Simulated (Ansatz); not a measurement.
# MP2/def2-SVP run of AlPNH4OF (SMILES [NH2][Al]([F])[PH]O)

Aim: the vertical ionisation energy of AlPNH4OF at MP2/def2-SVP, from 2 runs. 

Program for the calculation: Ansatz 0.2.0.

147 further runs of the same task are left out: 147 set aside as unsound or not needed.

## (1) Starting point

The species is AlPNH4OF (9 atoms), meant as a singlet with charge 0. SMILES: `[NH2][Al]([F])[PH]O`. The coordinates come from a PBE0-D4/def2-TZVP relaxation. This is one conformer, not always the lowest.

Bond lengths: N1–Al2 1.755 Å, Al2–F3 1.652 Å, Al2–P4 2.334 Å, P4–O5 1.677 Å, N1–H6 1.007 Å, N1–H7 1.006 Å, P4–H8 1.430 Å, O5–H9 0.960 Å. Angles: N1–Al2–F3 119.8°, N1–Al2–P4 121.0°, F3–Al2–P4 119.0°, Al2–P4–O5 96.2°, Al2–N1–H6 122.5°, Al2–N1–H7 126.3°, Al2–P4–H8 92.8°, O5–P4–H8 100.3°, P4–O5–H9 109.0°, H6–N1–H7 111.1°.

## (2) A single-point energy at MP2/def2-SVP

Input file in.yaml:

```yaml
crystal:
  periodic: [false, false, false]
  atoms:
    - {symbol: N, position_ang: [1.489200, 1.004600, -0.185800]}
    - {symbol: Al, position_ang: [0.882400, -0.572900, 0.285200]}
    - {symbol: F, position_ang: [1.905300, -1.677400, 0.966000]}
    - {symbol: P, position_ang: [-1.322700, -1.196100, -0.158400]}
    - {symbol: O, position_ang: [-1.889900, 0.351100, -0.471500]}
    - {symbol: H, position_ang: [0.893900, 1.722700, -0.565900]}
    - {symbol: H, position_ang: [2.431700, 1.338900, -0.072400]}
    - {symbol: H, position_ang: [-1.643200, -1.310200, 1.230300]}
    - {symbol: H, position_ang: [-2.658100, 0.293000, -1.044600]}
basis:
  gaussian:
    orbitals: def2-SVP
accuracy: high
correlation:
  method: mp2
  frozen_orbitals: {Al: 5, F: 1, H: 0, "N": 1, O: 1, P: 5}
```

Run with:

```console
$ ansatz run in.yaml --threads 1 --pin off --max-ram 3480MiB --events-out events.jsonl --progress --plain --runs-dir runs
```

Standard output:

```text
Warning: RAYON_NUM_THREADS=1 ignored (pool sized by the plan → 1); use --threads N
Functional definition: HF
  name "HF"
  exchange = exact_x
  correlation = 0
2114 factors; integrals over basis functions are off by at most 6.6e-9 eV
mean field evaluation 1: about -22131.0857 eV, gradient 5.0e1 eV
mean field evaluation 2: about -22131.1891 eV, gradient 5.0e1 eV
mean field evaluation 4: about -22136.2842 eV, gradient 3.1e0 eV
mean field evaluation 8: about -22136.3464 eV, gradient 3.6e-1 eV
mean field evaluation 16: about -22136.3471 eV, gradient 2.1e-8 eV
mean field -22136.34711405 eV, -813.4957518865 hartree, gradient 2.1e-8 eV, S^2 0.000000; 0 other end points of the search recorded, 0 dependent functions left out
13 core orbitals not correlated: weight in the atoms' cores, before any rotation towards them, 1.000 or more for the frozen orbitals, at most 0.000 for the correlated occupied ones
reference -22136.34711405 eV, -813.4957518865 hartree; 15, 15 occupied and 70, 70 virtual orbitals, 2114 factors
second order -19.48978742 eV of doubles, -0.00000000 eV of singles
Total energy: -22155.83690148 eV, -814.2119883637 hartree
```

Run time: 4.5 s. Hardware: 1 thread of Arm Neoverse V1, shared host; peak memory 0.29 GiB.

## (3) The doublet cation

Input file run.yaml:

```yaml
basis:
  gaussian:
    orbitals: def2-SVP
crystal:
  periodic: [false, false, false]
  atoms:
    - {symbol: "N", position_ang: [1.489200, 1.004600, -0.185800]}
    - {symbol: Al, position_ang: [0.882400, -0.572900, 0.285200]}
    - {symbol: F, position_ang: [1.905300, -1.677400, 0.966000]}
    - {symbol: P, position_ang: [-1.322700, -1.196100, -0.158400]}
    - {symbol: O, position_ang: [-1.889900, 0.351100, -0.471500]}
    - {symbol: H, position_ang: [0.893900, 1.722700, -0.565900]}
    - {symbol: H, position_ang: [2.431700, 1.338900, -0.072400]}
    - {symbol: H, position_ang: [-1.643200, -1.310200, 1.230300]}
    - {symbol: H, position_ang: [-2.658100, 0.293000, -1.044600]}
total_charge: 1
magnetization:
  spin_polarized: true
  initial_magnetization: 1
correlation:
  method: mp2
  frozen_orbitals: {Al: 5, F: 1, H: 0, "N": 1, O: 1, P: 5}
accuracy: high
```

Run with:

```console
$ ansatz run run.yaml --threads 1 --pin off --max-ram 3480MiB --events-out events.jsonl --progress --plain --runs-dir runs
```

Standard output:

```text
Warning: RAYON_NUM_THREADS=1 ignored (pool sized by the plan → 1); use --threads N
Functional definition: HF
  name "HF"
  exchange = exact_x
  correlation = 0
2112 factors; integrals over basis functions are off by at most 6.6e-9 eV
mean field evaluation 1: about -22117.3613 eV, gradient 5.1e1 eV
mean field evaluation 2: about -22117.4653 eV, gradient 5.1e1 eV
mean field evaluation 4: about -22127.8695 eV, gradient 3.2e0 eV
mean field evaluation 8: about -22128.0230 eV, gradient 2.3e-1 eV
mean field evaluation 16: about -22128.0253 eV, gradient 1.3e-6 eV
mean field -22128.02534175 eV, -813.1899323949 hartree, gradient 4.5e-8 eV, S^2 0.762929; 2 other end points of the search recorded, 0 dependent functions left out
13 core orbitals not correlated: weight in the atoms' cores, before any rotation towards them, 1.000 or more for the frozen orbitals, at most 0.000 for the correlated occupied ones
reference -22128.02534175 eV, -813.1899323949 hartree; 15, 14 occupied and 70, 71 virtual orbitals, 2112 factors
second order -19.03200065 eV of doubles, -0.00000000 eV of singles
Total energy: -22147.05734240 eV, -813.8893455185 hartree
```

Run time: 9 s. Hardware: 1 thread of Arm Neoverse V1, shared host; peak memory 0.39 GiB.

## (4) What came out

Level: MP2/def2-SVP, 13 core orbitals frozen.

```
                                                      quantity          value
                                singlet AlPNH4OF: total energy  -814.21199 Eh
singlet AlPNH4OF: correlation energy (13 core orbitals frozen)     -716.2 mEh
                                  doublet cation: total energy  -813.88935 Eh
  doublet cation: correlation energy (13 core orbitals frozen)     -699.4 mEh
             doublet cation: ⟨S²⟩ of the reference determinant          0.763
            vertical ionisation energy (to the doublet cation)       8.780 eV
```

In words: Removing an electron at fixed nuclei costs 8.78 eV (847 kJ/mol).
